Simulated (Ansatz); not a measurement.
Li, space group P6_3/mmc, a phonon calculation by linear response

With Ansatz's Python interface.

Run as a notebook:

**Cell 1**
```python
from pathlib import Path
import warnings

import ansatz as az
import numpy as np
```

**Cell 2**
```python
SMEARING = "Methfessel-Paxton"
SIGMA = 0.1
FUNCTIONAL = "lda"
KMESH = (12, 12, 6)
```

**Cell 3**
```python
warnings.simplefilter("ignore", az.DeckWarning)
```

**Cell 4**
```python
lattice = az.Lattice.of(
    (3.111, 0.0, 0.0),
    (-1.5555, 2.69421, 0.0),
    (0.0, 0.0, 5.093),
)
sites = [
    ("Li", (1 / 3, 2 / 3, 0.25)),
    ("Li", (2 / 3, 1 / 3, 0.75)),
]
crystal = az.Crystal(lattice=lattice)
for symbol, position in sites:
    crystal = crystal.atom(symbol, position)
```

**Cell 5**
```python
[site.symbol for site in crystal.resolved().sites]
```
Output:
```text
['Li', 'Li']
```

**Cell 6**
```python
job = (
    crystal.calculation()
    .occupations(SMEARING, width=SIGMA)
    .functional(FUNCTIONAL)
    .pseudopotentials("paw")
    .kpoints(*KMESH)  # the mesh must be finer for metals
    .phonons("dfpt", points=[(0, 0, 0), (0, 0, 0.5)])
)
done = job.run(runs_dir="runs")
ph = done.phonons
```

**Cell 7**
```python
for q in ph.qpoints:
    thz = np.asarray(q.omega_inv_cm) / 33.35641
    print("q = ({:.2f}, {:.2f}, {:.2f})".format(*q.q_frac), np.round(thz, 2) + 0.0, "THz")
```
Output:
```text
q = (0.00, 0.00, 0.00) [0.   0.   0.   3.46 3.46 8.67] THz
q = (0.00, 0.00, 0.50) [2.51 2.51 2.51 2.51 6.04 6.04] THz
```

Notes:
- The cell isn't relaxed first, so the values belong to this volume.
- This isn't the structure that Li takes at ambient conditions.
- The structure is taken as given; imaginary modes can come from an unrelaxed or unstable start. Phonons of metals also depend on mesh and smearing.
- Finished in 9.4 s on 1 thread of Arm Neoverse V2, with other jobs on the host, peak memory 0.51 GiB.

(Lines on the test bed's own set-up are left out of the output.)
